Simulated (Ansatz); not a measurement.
# C₈H₂₀O₂Si: up Jacob's ladder to CCSD(T)

Aim: compute C₈H₂₀O₂Si with functionals from several rungs and with coupled cluster. The yardstick is the atomisation energy at the CCSD(T) limit.

The runs use Ansatz 0.2.0, Gaussian basis; functionals in def2-TZVPP, the program's frozen cores in correlated methods.

Levels to be run: LDA (SPW92), PBE-D4, revPBE-D4, BLYP-D4, r2SCAN-D4, B97M-V, PBE0-D4, B3LYP-D4, r2SCANh-D4, r2SCAN0-D4, HSE06-D4, BHLYP-D4, CAM-B3LYP-D4, LC-ωPBE, ωB97X-V, ωB97M-V, B2PLYP, PBE-QIDH; CCSD(T)/def2-SVP; CCSD(T)/def2-TZVPP; MP2/def2-QZVPP; extrapolation to the limit; RPA on PBE.

**1. Structure used throughout**

All runs share one geometry, relaxed beforehand with PBE0-D4 in a triple-zeta def2 set.

SMILES `CC(C)(C)O[SiH2]OC(C)(C)C`, 31 atoms, charge 0, spin multiplicity 1.

Atoms are counted from 1 here; the program's logs count them from 0.

Bond lengths: C1–C2 1.521 Å, C1–H12 1.092 Å, C1–H13 1.092 Å, C1–H14 1.092 Å, C2–C3 1.519 Å, C2–C4 1.522 Å, C2–O5 1.430 Å, C3–H15 1.092 Å, C3–H16 1.092 Å, C3–H17 1.092 Å, C4–H18 1.093 Å, C4–H19 1.091 Å, C4–H20 1.092 Å, O5–Si6 1.633 Å, Si6–O7 1.633 Å, Si6–H21 1.484 Å, Si6–H22 1.484 Å, O7–C8 1.430 Å and more. Angles: C2–C1–H12 110.1°, C2–C1–H13 110.7°, C2–C1–H14 110.8°, H12–C1–H13 108.4°, H12–C1–H14 108.6°, H13–C1–H14 108.2°, C1–C2–C3 110.6°, C1–C2–C4 110.6°, C1–C2–O5 108.5°, C3–C2–C4 110.4°, C3–C2–O5 105.9°, C4–C2–O5 110.7°, C2–C3–H15 110.8°, C2–C3–H16 110.3°, C2–C3–H17 110.1°, H15–C3–H16 108.6°, H15–C3–H17 108.7°, H16–C3–H17 108.3° and more.

As a file:

```xyz
31

C    -3.2583    0.7188   -1.1063
C    -1.9255   -0.0099   -1.1929
C    -2.0865   -1.3335   -1.9203
C    -0.8851    0.8557   -1.8894
O    -1.5028   -0.3415    0.1326
Si   -0.7656    0.5822    1.2599
O     0.8204    0.8565    0.9825
C     1.9452   -0.0110    1.1482
C     2.3401   -0.0135    2.6175
C     3.0552    0.5815    0.2975
C     1.6122   -1.4206    0.6800
H    -3.9891    0.1031   -0.5782
H    -3.1484    1.6628   -0.5678
H    -3.6451    0.9386   -2.1041
H    -2.4383   -1.1745   -2.9421
H    -1.1321   -1.8626   -1.9590
H    -2.8071   -1.9647   -1.3968
H    -0.7446    1.8049   -1.3661
H     0.0785    0.3447   -1.9300
H    -1.2017    1.0787   -2.9108
H    -1.3586    1.9414    1.3176
H    -0.9720   -0.1653    2.5252
H     1.5358   -0.4226    3.2330
H     2.5472    1.0049    2.9521
H     3.2342   -0.6205    2.7773
H     2.7572    0.6019   -0.7528
H     3.2654    1.6049    0.6138
H     3.9705   -0.0076    0.3884
H     1.3041   -1.4177   -0.3671
H     0.8015   -1.8536    1.2716
H     2.4856   -2.0688    0.7818
```

**2. LDA**

This LDA is Slater exchange with PW92 correlation.

in.yaml reads:

```yaml
crystal:
  periodic: [false, false, false]
  atoms:
    - {symbol: C, position_ang: [-3.258328, 0.718800, -1.106300]}
    - {symbol: C, position_ang: [-1.925541, -0.009915, -1.192864]}
    - {symbol: C, position_ang: [-2.086527, -1.333538, -1.920255]}
    - {symbol: C, position_ang: [-0.885150, 0.855714, -1.889429]}
    - {symbol: O, position_ang: [-1.502849, -0.341462, 0.132589]}
    - {symbol: Si, position_ang: [-0.765606, 0.582241, 1.259936]}
    - {symbol: O, position_ang: [0.820378, 0.856541, 0.982513]}
    - {symbol: C, position_ang: [1.945198, -0.011040, 1.148177]}
    - {symbol: C, position_ang: [2.340127, -0.013454, 2.617480]}
    - {symbol: C, position_ang: [3.055205, 0.581539, 0.297472]}
    - {symbol: C, position_ang: [1.612215, -1.420621, 0.680048]}
    - {symbol: H, position_ang: [-3.989113, 0.103143, -0.578232]}
    - {symbol: H, position_ang: [-3.148419, 1.662816, -0.567837]}
    - {symbol: H, position_ang: [-3.645053, 0.938599, -2.104123]}
    - {symbol: H, position_ang: [-2.438274, -1.174550, -2.942108]}
    - {symbol: H, position_ang: [-1.132092, -1.862602, -1.958985]}
    - {symbol: H, position_ang: [-2.807057, -1.964700, -1.396817]}
    - {symbol: H, position_ang: [-0.744581, 1.804944, -1.366120]}
    - {symbol: H, position_ang: [0.078466, 0.344669, -1.930032]}
    - {symbol: H, position_ang: [-1.201710, 1.078738, -2.910824]}
    - {symbol: H, position_ang: [-1.358627, 1.941410, 1.317584]}
    - {symbol: H, position_ang: [-0.971955, -0.165333, 2.525207]}
    - {symbol: H, position_ang: [1.535844, -0.422611, 3.233044]}
    - {symbol: H, position_ang: [2.547153, 1.004913, 2.952147]}
    - {symbol: H, position_ang: [3.234233, -0.620540, 2.777293]}
    - {symbol: H, position_ang: [2.757246, 0.601907, -0.752846]}
    - {symbol: H, position_ang: [3.265385, 1.604906, 0.613801]}
    - {symbol: H, position_ang: [3.970530, -0.007612, 0.388397]}
    - {symbol: H, position_ang: [1.304140, -1.417652, -0.367059]}
    - {symbol: H, position_ang: [0.801504, -1.853569, 1.271630]}
    - {symbol: H, position_ang: [2.485558, -2.068779, 0.781814]}
basis:
  gaussian: {orbitals: def2-TZVPP}
hamiltonian: {xc: lda}
output: {orbitals: {seedname: orbitals}}
```

Command:

```bash
$ ansatz run in.yaml --threads 11 --pin off --events-out ev --progress --plain --max-ram 174080MiB --backend cuda --devices 0, --max-vram 75GiB
```

Further steps of the session: PBE-D4 (GGA); revPBE-D4 (GGA); BLYP-D4 (GGA); r2SCAN-D4 (meta-GGA); B97M-V (meta-GGA); B3LYP-D4 (hybrid); r2SCANh-D4 (hybrid); r2SCAN0-D4 (hybrid); HSE06-D4 (hybrid); BHLYP-D4 (hybrid); CAM-B3LYP-D4 (range-separated); LC-ωPBE (range-separated); ωB97X-V (range-separated); ωB97M-V (range-separated); B2PLYP (double hybrid); PBE-QIDH (double hybrid); CCSD(T) in def2-SVP; CCSD(T) in def2-TZVPP; MP2 in def2-QZVPP; RPA on PBE orbitals.

**Question.** What will the summary of the whole plan be? Wanted: atomisation energy, CCSD(T)/CBS; farthest beyond LDA; mean size of error, GGA; mean size of error, meta-GGA; mean size of error, hybrid; mean size of error, range-separated; mean size of error, double hybrid; gap, smallest and largest; T1 diagnostic.

As calculated:

```
                                quantity                                                                                                          value
         atomisation energy, CCSD(T)/CBS                                                                                                2958.0 kcal/mol
functionals within 14.8 kcal/mol (0.5 %)  r2SCAN-D4, B97M-V, PBE0-D4, B3LYP-D4, r2SCANh-D4, HSE06-D4, CAM-B3LYP-D4, LC-ωPBE, ωB97X-V, ωB97M-V, PBE-QIDH
                     farthest beyond LDA                                                                                      BHLYP-D4 (-69.7 kcal/mol)
                 mean size of error, GGA                                                                                                  27.1 kcal/mol
            mean size of error, meta-GGA                                                                                                   2.7 kcal/mol
              mean size of error, hybrid                                                                                                  20.5 kcal/mol
     mean size of error, range-separated                                                                                                   8.7 kcal/mol
       mean size of error, double hybrid                                                                                                  24.0 kcal/mol
               gap, smallest and largest                                                                      6.38 eV (LDA (SPW92)), 13.62 eV (LC-ωPBE)
                           T1 diagnostic                                                                                                         0.0106
 triples share of the correlation energy                                                                                                          3.8 %
```

LDA overbinds by 397.2 kcal/mol (13 %). PBE-D4 misses by +41.6 kcal/mol. Double hybrids carry the basis error of their MP2 part in triple zeta, and no dispersion term here, so their miss is partly the set-up's. The rungs meta-GGA, range-separated miss on average by less than the doubt on the reference (14.8 kcal/mol), so they tie. The reference freezes the cores and leaves out relativity and excitations past (T), so misses under about 14.8 kcal/mol can't be ranked. Hartree-Fock recovers 75 % of the binding; the rest is correlation. CCSD(T) in def2-SVP is off by -127.0 kcal/mol, more than most functionals: a good method in a small basis is no reference. The gap grows from 6.4 to 13.6 eV across the functionals, mostly with the share of exact exchange.
